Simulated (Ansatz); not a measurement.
**singlet [SiNH4O2]+ at 6 levels**

Aim: a comparison of 6 runs (HF/STO-3G, B3LYP/6-31G*, CAM-B3LYP/cc-pVDZ, r2SCAN/cc-pVDZ, RPA@PBE/cc-pVDZ, CCSD(T)/cc-pVDZ) of singlet [SiNH4O2]+. 

The calculation is run with Ansatz 0.2.0.

68 further runs of the same task are left out: 68 set aside as unsound or not needed.

### 1 The system as given

[SiNH4O2]+: 8 atoms, total charge +1, spin state singlet. SMILES of the parent species: `N[Si](O)O`. The coordinates come from a PBE0-D4/def2-TZVP relaxation. This is one conformer, not always the lowest. That shape belongs to the parent species and isn't relaxed for this state.

Bond lengths: N1–Si2 1.700 Å, Si2–O3 1.651 Å, Si2–O4 1.651 Å, N1–H5 1.006 Å, N1–H6 1.006 Å, O3–H7 0.958 Å, O4–H8 0.958 Å. Angles: N1–Si2–O3 104.3°, N1–Si2–O4 104.3°, O3–Si2–O4 116.1°, Si2–N1–H5 120.9°, Si2–N1–H6 120.9°, Si2–O3–H7 115.7°, Si2–O4–H8 115.7°, H5–N1–H6 112.9°.

### 2 A single-point energy at HF/STO-3G (run 1)

Input file molecule.yaml:

```yaml
crystal:
  periodic: [false, false, false]
  atoms:
    - symbol: N
      position_ang: [-0.498000, 1.267000, 0.129300]
    - symbol: Si
      position_ang: [0.096000, -0.243600, -0.376000]
    - symbol: O
      position_ang: [1.641600, -0.288300, 0.202600]
    - symbol: O
      position_ang: [-0.956500, -1.334700, 0.277900]
    - symbol: H
      position_ang: [0.071200, 2.094000, 0.065100]
    - symbol: H
      position_ang: [-1.483600, 1.467400, 0.110500]
    - symbol: H
      position_ang: [2.250900, -0.848000, -0.280900]
    - symbol: H
      position_ang: [-1.029400, -2.171000, -0.184200]
basis:
  gaussian: {orbitals: STO-3G}
total_charge: 1
hamiltonian: {xc: hf}
accuracy: high
output: {orbitals: {seedname: orbitals}}
```

Run with:

```console
$ ansatz run molecule.yaml --threads 1 --pin off --max-ram 3480MiB --events-out events.jsonl --progress --plain --runs-dir runs
```

The log of the run:

```text
Warning: RAYON_NUM_THREADS=1 ignored (pool sized by the plan → 1); use --threads N
Functional definition: HF
  name "HF"
  exchange = exact_x
  correlation = 0
566 factors; integrals over basis functions are off by at most 3.8e-8 eV
mean field evaluation 1: about -13305.6944 eV, gradient 3.9e1 eV
mean field evaluation 2: about -13305.7671 eV, gradient 3.9e1 eV
mean field evaluation 4: about -13311.3309 eV, gradient 1.5e0 eV
mean field evaluation 8: about -13311.3445 eV, gradient 4.2e-2 eV
mean field -13311.34455748 eV, -489.1828897340 hartree, gradient 2.1e-8 eV, S^2 0.000000; 0 other end points of the search recorded, 0 dependent functions left out
reference -13311.34455748 eV, -489.1828897340 hartree; 20, 20 occupied and 8, 8 virtual orbitals, 566 factors
Total energy: -13311.34455748 eV, -489.1828897340 hartree
```

It took 0.24 s on 1 thread of Arm Neoverse V1, shared host.

### 3 A single-point energy at B3LYP/6-31G(d) (spherical functions) (run 2)

Input file run.yaml:

```yaml
crystal:
  periodic: [false, false, false]
  atoms:
    - symbol: N
      position_ang: [-0.498000, 1.267000, 0.129300]
    - symbol: Si
      position_ang: [0.096000, -0.243600, -0.376000]
    - symbol: O
      position_ang: [1.641600, -0.288300, 0.202600]
    - symbol: O
      position_ang: [-0.956500, -1.334700, 0.277900]
    - symbol: H
      position_ang: [0.071200, 2.094000, 0.065100]
    - symbol: H
      position_ang: [-1.483600, 1.467400, 0.110500]
    - symbol: H
      position_ang: [2.250900, -0.848000, -0.280900]
    - symbol: H
      position_ang: [-1.029400, -2.171000, -0.184200]
basis:
  gaussian:
    orbitals: 6-31G_st_-spherical.json
total_charge: 1
magnetization:
  spin_polarized: false
  initial_magnetization: 0
hamiltonian:
  xc: {name: B3LYP}
accuracy: high
output: {orbitals: {seedname: orbitals}}
```

The basis set 6-31G* is read from a file made from the Basis Set Exchange's data (not shown).

Run with:

```console
$ ansatz run run.yaml --threads 1 --pin off --max-ram 3480MiB --events-out events.jsonl --progress --plain --runs-dir runs
```

The log of the run:

```text
Warning: RAYON_NUM_THREADS=1 ignored (pool sized by the plan → 1); use --threads N
Functional definition: B3LYP
  name "B3LYP"
  parameter a0 = 0.2
  parameter ax = 0.72
  parameter ac = 0.81
  exchange = (1 - a0 - ax)*slater_x + ax*b88_x + a0*exact_x
  correlation = (1 - ac)*vwn_rpa_c + ac*lyp_c
1521 factors; integrals over basis functions are off by at most 3.6e-9 eV
mean field evaluation 1: about -13494.8883 eV, gradient 1.2e2 eV
mean field evaluation 2: about -13432.4546 eV, gradient 1.9e2 eV
mean field evaluation 4: about -13518.8780 eV, gradient 2.5e1 eV
mean field evaluation 8: about -13520.5808 eV, gradient 1.0e0 eV
mean field evaluation 16: about -13520.5839 eV, gradient 2.5e-4 eV
mean field -13520.58387236 eV, -496.8722927284 hartree, gradient 3.2e-8 eV, S^2 0.000000; 0 other end points of the search recorded, 0 dependent functions left out
reference -13520.58390607 eV, -496.8722939670 hartree; 20, 20 occupied and 48, 48 virtual orbitals, 1521 factors
Total energy: -13520.58390607 eV, -496.8722939670 hartree
```

Run time: 5.4 s. Hardware: 1 thread of Arm Neoverse V1, shared host; peak memory 0.2 GiB.

Run 3 isn't shown in full; the table further down has it.

### 4 The energy at r2SCAN/cc-pVDZ (run 4)

Input file job.yaml:

```yaml
basis:
  gaussian: {orbitals: cc-pVDZ}
crystal:
  periodic: [false, false, false]
  atoms:
    - {symbol: N, position_ang: [-0.498000, 1.267000, 0.129300]}
    - {symbol: Si, position_ang: [0.096000, -0.243600, -0.376000]}
    - {symbol: O, position_ang: [1.641600, -0.288300, 0.202600]}
    - {symbol: O, position_ang: [-0.956500, -1.334700, 0.277900]}
    - {symbol: H, position_ang: [0.071200, 2.094000, 0.065100]}
    - {symbol: H, position_ang: [-1.483600, 1.467400, 0.110500]}
    - {symbol: H, position_ang: [2.250900, -0.848000, -0.280900]}
    - {symbol: H, position_ang: [-1.029400, -2.171000, -0.184200]}
total_charge: 1
hamiltonian: {xc: {name: r2SCAN}}
accuracy: high
output: {orbitals: {seedname: orbitals}}
```

Run with:

```console
$ ansatz run job.yaml --threads 1 --pin off --max-ram 3480MiB --events-out events.jsonl --progress --plain --runs-dir runs
```

The log of the run:

```text
Warning: RAYON_NUM_THREADS=1 ignored (pool sized by the plan → 1); use --threads N
Functional definition: r2SCAN
  name "r2SCAN"
  parameter k0 = 0.174
  parameter k1 = 0.065
  parameter a1 = 4.9479
  exchange = r2scan_x(k0 = k0, k1 = k1, a1 = a1)
  correlation = r2scan_c
1809 factors; integrals over basis functions are off by at most 3.9e-9 eV
mean field evaluation 1: about -13491.0730 eV, gradient 1.2e2 eV
mean field evaluation 2: about -13413.0179 eV, gradient 2.1e2 eV
mean field evaluation 4: about -13515.3945 eV, gradient 2.9e1 eV
mean field evaluation 8: about -13517.7365 eV, gradient 6.9e-1 eV
mean field evaluation 16: about -13517.7378 eV, gradient 2.2e-5 eV
mean field -13517.73782079 eV, -496.7677022624 hartree, gradient 1.7e-8 eV, S^2 0.000000; 0 other end points of the search recorded, 0 dependent functions left out
reference -13517.73782153 eV, -496.7677022896 hartree; 20, 20 occupied and 60, 60 virtual orbitals, 1809 factors
Total energy: -13517.73782153 eV, -496.7677022896 hartree
```

Run time: 12 s. Hardware: 1 thread of Arm Neoverse V1, shared host; peak memory 0.25 GiB.

Run 5 isn't shown in full; the table further down has it.

### 5 A single-point energy at CCSD(T)/cc-pVDZ (run 6)

Input file in.yaml:

```yaml
crystal:
  periodic: [false, false, false]
  atoms:
    - symbol: "N"
      position_ang: [-0.498000, 1.267000, 0.129300]
    - symbol: Si
      position_ang: [0.096000, -0.243600, -0.376000]
    - symbol: O
      position_ang: [1.641600, -0.288300, 0.202600]
    - symbol: O
      position_ang: [-0.956500, -1.334700, 0.277900]
    - symbol: H
      position_ang: [0.071200, 2.094000, 0.065100]
    - symbol: H
      position_ang: [-1.483600, 1.467400, 0.110500]
    - symbol: H
      position_ang: [2.250900, -0.848000, -0.280900]
    - symbol: H
      position_ang: [-1.029400, -2.171000, -0.184200]
basis:
  gaussian:
    orbitals: cc-pVDZ
scf:
  omitted_lower_state_checks: [cluster_reference, increment]
accuracy: high
correlation:
  method: ccsd_t
  frozen_orbitals: {H: 0, "N": 1, O: 1, Si: 5}
magnetization:
  spin_polarized: false
total_charge: 1
```

Run with:

```console
$ ansatz run in.yaml --threads 1 --pin off --max-ram 3480MiB --events-out events.jsonl --progress --plain --runs-dir runs
```

The log of the run:

```text
Warning: RAYON_NUM_THREADS=1 ignored (pool sized by the plan → 1); use --threads N
Functional definition: HF
  name "HF"
  exchange = exact_x
  correlation = 0
these checks for a lower state are left out or cut short: cluster_reference, increment
1809 factors; integrals over basis functions are off by at most 3.9e-9 eV
mean field evaluation 1: about -13467.2353 eV, gradient 6.9e1 eV
mean field evaluation 2: about -13467.2489 eV, gradient 6.9e1 eV
mean field evaluation 4: about -13476.1935 eV, gradient 3.1e0 eV
mean field evaluation 8: about -13476.2317 eV, gradient 1.4e-1 eV
mean field -13476.23197182 eV, -495.2423904464 hartree, gradient 2.3e-8 eV, S^2 0.000000; 0 other end points of the search recorded, 0 dependent functions left out
8 core orbitals not correlated: weight in the atoms' cores, before any rotation towards them, 1.000 or more for the frozen orbitals, at most 0.000 for the correlated occupied ones
reference -13476.23197182 eV, -495.2423904464 hartree; 12, 12 occupied and 60, 60 virtual orbitals, 1809 factors
second order -17.46639701 eV of doubles, -0.00000000 eV of singles
cycle   1  -17.40338730 eV  change    6.3e-2 eV  update   1.2e-1
cycle   2  -17.84280575 eV  change   -4.4e-1 eV  update   4.0e-2
cycle   3  -18.00917980 eV  change   -1.7e-1 eV  update   2.5e-2
cycle   4  -18.00080193 eV  change    8.4e-3 eV  update   7.8e-3
cycle   5  -17.99217178 eV  change    8.6e-3 eV  update   4.0e-3
cycle   6  -17.99419823 eV  change   -2.0e-3 eV  update   2.0e-3
cycle   7  -17.99398585 eV  change    2.1e-4 eV  update   8.2e-4
cycle   8  -17.99387131 eV  change    1.1e-4 eV  update   4.4e-4
cycle   9  -17.99411737 eV  change   -2.5e-4 eV  update   1.6e-4
cycle  10  -17.99415783 eV  change   -4.0e-5 eV  update   7.8e-5
cycle  11  -17.99414233 eV  change    1.6e-5 eV  update   2.9e-5
cycle  12  -17.99417434 eV  change   -3.2e-5 eV  update   1.5e-5
cycle  13  -17.99416905 eV  change    5.3e-6 eV  update   5.9e-6
cycle  14  -17.99417266 eV  change   -3.6e-6 eV  update   2.4e-6
cycle  15  -17.99417350 eV  change   -8.4e-7 eV  update   8.5e-7
cycle  16  -17.99417295 eV  change    5.5e-7 eV  update   3.9e-7
cycle  17  -17.99417304 eV  change   -8.7e-8 eV  update   1.6e-7
cycle  18  -17.99417305 eV  change   -1.2e-8 eV  update   7.0e-8
cycle  19  -17.99417307 eV  change   -1.9e-8 eV  update   4.0e-8
cycle  20  -17.99417322 eV  change   -1.5e-7 eV  update   1.5e-7
cycle  21  -17.99417328 eV  change   -6.1e-8 eV  update   4.6e-8
cycle  22  -17.99417325 eV  change    2.9e-8 eV  update   2.1e-8
cycle  23  -17.99417325 eV  change    5.7e-9 eV  update   9.1e-9
cycle  24  -17.99417324 eV  change    3.3e-9 eV  update   4.1e-9
cycle  25  -17.99417324 eV  change    1.4e-9 eV  update   1.5e-9
perturbative correction -0.51771404 eV, -0.0190256402 hartree
Total energy: -13494.74385911 eV, -495.9226897563 hartree
Checks for a lower state left out: cluster_reference, increment
```

Wall time 16 s (1 thread of Arm Neoverse V1, shared host); peak memory 0.41 GiB.

### 6 The series

```
run                               level  frozen core orbitals  energy (Eh)  HOMO energy (eV)  LUMO energy (eV)  HOMO–LUMO gap (eV)  wall time
  1                           HF/STO-3G                     –  -489.182890            -15.40             -3.47               11.93     0.24 s
  2  B3LYP/6-31G* (spherical functions)                     –  -496.872294            -13.96             -9.85                4.12      5.4 s
  3                   CAM-B3LYP/cc-pVDZ                     –  -496.817410            -15.59             -8.51                7.07      7.2 s
  4                      r2SCAN/cc-pVDZ                     –  -496.767702            -13.23            -10.28                2.95       12 s
  5                     RPA@PBE/cc-pVDZ                     8  -496.180133                 –                 –                   –      9.9 s
  6                     CCSD(T)/cc-pVDZ                     8  -495.922690                 –                 –                   –       16 s
```

### 7 What came out

```
                                          quantity          value
                               run 6: total energy  -495.92269 Eh
run 6: correlation energy (8 core orbitals frozen)     -680.3 mEh
                             run 6: (T) correction     -19.03 mEh
                              run 6: T1 diagnostic          0.020
```

In words: Over runs 1, 2, 3, 4 the HOMO–LUMO gap runs from 2.95 eV (r2SCAN/cc-pVDZ) to 11.93 eV (HF/STO-3G). The two ends differ in method and basis. Totals of different functionals can't be ranked against each other. In run 1 the basis is minimal, so the values are rough. All runs together took 51 s, the longest 16 s.
